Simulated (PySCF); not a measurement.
# C3H3FOSi: the cost of one run

The runs use PySCF 2.14.0, with density-fitted response routines of our own; the level of theory stands in each step. All values are computed, except where a source is named. Atoms count from 0, in the outputs and in this text.

**1. The starting structure**

9 atoms, charge 0, multiplicity 1; geometry from: GFN2-xTB.

Bonds of the start (Å): O0–C1 1.20, C1–C2 1.48, C2–C3 1.35, C3–F4 1.33, C3–Si5 1.91, Si5–C1 1.95, C2–H6 1.08, Si5–H7 1.46, Si5–H8 1.46.

**2. TDDFT and polarisability: PBE0/def2-SVPD**

Job settings and geometry (Å):

```
{"job": {"kind": "uv", "xc": "PBE0", "basis": "def2-SVPD", "nstates": 8, "ntriplets": 3}, "charge": 0, "multiplicity": 1}
O     -0.582157     2.298401     0.383086
C     -0.324569     1.138746     0.191272
C     -1.217003    -0.034365     0.117241
C     -0.329998    -1.019963    -0.112859
F     -0.618523    -2.312570    -0.264403
Si     1.262415     0.043502    -0.127169
H     -2.288359    -0.064255     0.223547
H      2.179218    -0.189674     0.981136
H      1.932538     0.146172    -1.417031
```

With the program's defaults for keys left out, this is: TDDFT PBE0/def2-SVPD, vertical, gas phase, core orbitals frozen in the response.

Run with:

```console
$ OMP_NUM_THREADS=1 python probes_run.py task.json out
```

One launch serves the whole session: the jobs run in the order shown.

**Question.** How long does this first job take on 1 thread of Intel Xeon at 2.50GHz, shared host, and how much memory does it need?

About 44 s, with a peak of 0.65 GiB.
